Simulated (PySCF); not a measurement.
# CoOCl: relaxation and vibrations of the triplet

The task is one start of a wider search on CoOCl: the triplet, from a bent start. It is relaxed, tested by its Hessian and followed downhill if it is a saddle.

The runs use PySCF 2.14.0; PBE0, basis Co def2-TZVP, O def2-TZVP, Cl def2-TZVP, no relativity, density fitting.

### 1 The system as given

3 atoms, charge 0, spin multiplicity 3.

Bond lengths: Co1–O2 1.600 Å, Co1–Cl3 2.100 Å. Angles: O2–Co1–Cl3 110.0°.

```xyz
3
charge 0 multiplicity 3
Co    0.0000    0.0000    0.0000
O    -1.3106    0.0000    0.9177
Cl    1.7202    0.0000    1.2045
```

### 2 First SCF at the start

One driver script runs all steps and calls PySCF; scf.py shows how it sets up the SCF of each step. The optimiser is the driver's own. After this first run the driver tries any further starts and a stability analysis.

scf.py reads:

```python
from pyscf import gto, scf, dft
mol = gto.M(atom='''
Co     0.000000     0.000000     0.000000
O     -1.310600     0.000000     0.917700
Cl     1.720200     0.000000     1.204500''',
    basis={'Co': 'def2-TZVP', 'O': 'def2-TZVP', 'Cl': 'def2-TZVP'},
    charge=0, spin=2)
mf = dft.UKS(mol, xc='PBE0')
mf.grids.atom_grid = (50, 194)
aux = {'Co': 'def2-universal-JKFIT', 'O': 'def2-universal-JKFIT', 'Cl': 'def2-universal-JKFIT'}
mf = mf.density_fit(auxbasis=aux)
mf.conv_tol = 1e-08
mf.diis_space = 10
mf.max_cycle = 60
mf.init_guess = 'minao'
mf.verbose = 4
mf.kernel()
```

The run is started by

```sh
> OMP_NUM_THREADS=4 python axn.py task.json out
```

After this run come: Bent start, triplet: relaxation; Hessian and properties.

Before running it: what results should come out? Wanted: minimum; geometry; wavenumbers; dipole moment; highest occupied, lowest empty level; polar-tensor charge of Co1; zero-point energy; atomisation energy; ⟨S²⟩.

**Answer**, as computed:

| quantity | value |
| --- | --- |
| minimum | broken-symmetry (Ms = 1), Cs |
| geometry | Co–Cl 2.118 Å, Co–O 1.733 Å; Cl–Co–O 176.5° |
| wavenumbers (cm⁻¹) | 113 (a'), 404 (a'), 633 (a') |
| dipole moment | 0.42 D |
| highest occupied, lowest empty level (either spin) | -8.55, -4.34 eV |
| polar-tensor charge of Co1 | +1.11 e |
| zero-point energy | 6.9 kJ/mol |
| entropy at 298.15 K | 277.3 J/(mol K) |
| atomisation energy (no zero-point energy) | 705 kJ/mol |
| ⟨S²⟩ | 2.935 |

The molecule stays Cs, as typed, and the end point is a minimum. The determinant is spin-contaminated (⟨S²⟩ = 2.93 against 2.00), so it is no pure spin state. In the infrared the band at 633 cm⁻¹ (a', stretch) leads. Only this shape and spin were tried, so other structures or states may lie lower. One determinant may miss the lowest occupation of an open d or f shell.
